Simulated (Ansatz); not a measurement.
# Al3Rh2: the cost of one run

Program: Ansatz 0.2.0. Level of theory: DFT PBE, scalar-relativistic, plane waves, PAW. These are calculated values, not measurements.

### 1 The structure to begin with

It takes space group P4mm (No. 99, tetragonal). Conventional cell: a = 3.725 Å, b = 3.725 Å, c = 5.862 Å, α = 90.00°, β = 90.00°, γ = 90.00°. Al (site symmetry 4mm) has 4 Al at 2.16 Å as nearest neighbours. Al (site symmetry 2mm) has 2 Al at 2.16 Å and 4 Rh at 2.45 to 2.48 Å as nearest neighbours. Rh (site symmetry 4mm) has 5 Al at 2.45 to 2.68 Å as nearest neighbours. Rh (site symmetry 4mm) has 8 Al at 2.48 to 2.69 Å as nearest neighbours.

Coordinates:

```
CELL_PARAMETERS angstrom
3.72519 0.00000 0.00000
0.00000 3.72519 0.00000
0.00000 0.00000 5.86195
ATOMIC_POSITIONS crystal
Al 0.00000 0.00000 0.70967
Al 0.50000 0.00000 0.52477
Al 0.00000 0.50000 0.52477
Rh 0.00000 0.00000 0.25214
Rh 0.50000 0.50000 0.80453
```

A structure generator made this guess: random cell by space group and Wyckoff sites (P4mm, No. 99). Its size is a rough estimate.

### 2 Probe: one point on a coarse mesh

The input, input.yaml:

```yaml
crystal:
  lattice:
    - [3.72518797, 0.0, 0.0]
    - [0.0, 3.72518797, 0.0]
    - [0.0, 0.0, 5.86195169]
  atoms:
    - { symbol: Al, position: [0.0, 0.0, 0.70967117] }
    - { symbol: Al, position: [0.5, 0.0, 0.52476785] }
    - { symbol: Al, position: [0.0, 0.5, 0.52476785] }
    - { symbol: Rh, position: [0.0, 0.0, 0.25213722] }
    - { symbol: Rh, position: [0.5, 0.5, 0.80452615] }
basis:
  ecutwfc: 420
kpoints:
  mp_grid: { grid: [6, 6, 4] }
hamiltonian:
  xc: pbe
scf:
  occupations: { method: gaussian, width: 0.1 }
  lower_state_search: "off"
output:
  forces: true
  stress: true
  eigenvalues: true
```

The run is started by

```
ansatz run input.yaml --threads 1 --pin off --max-ram 2560MiB --backend cpu --events-out ev --progress --plain --runs-dir out
```

What time and memory should one allow on 1 thread of AMD EPYC 7R43 (Zen 3), shared host?

About 8 s, with a peak of 0.34 GiB.
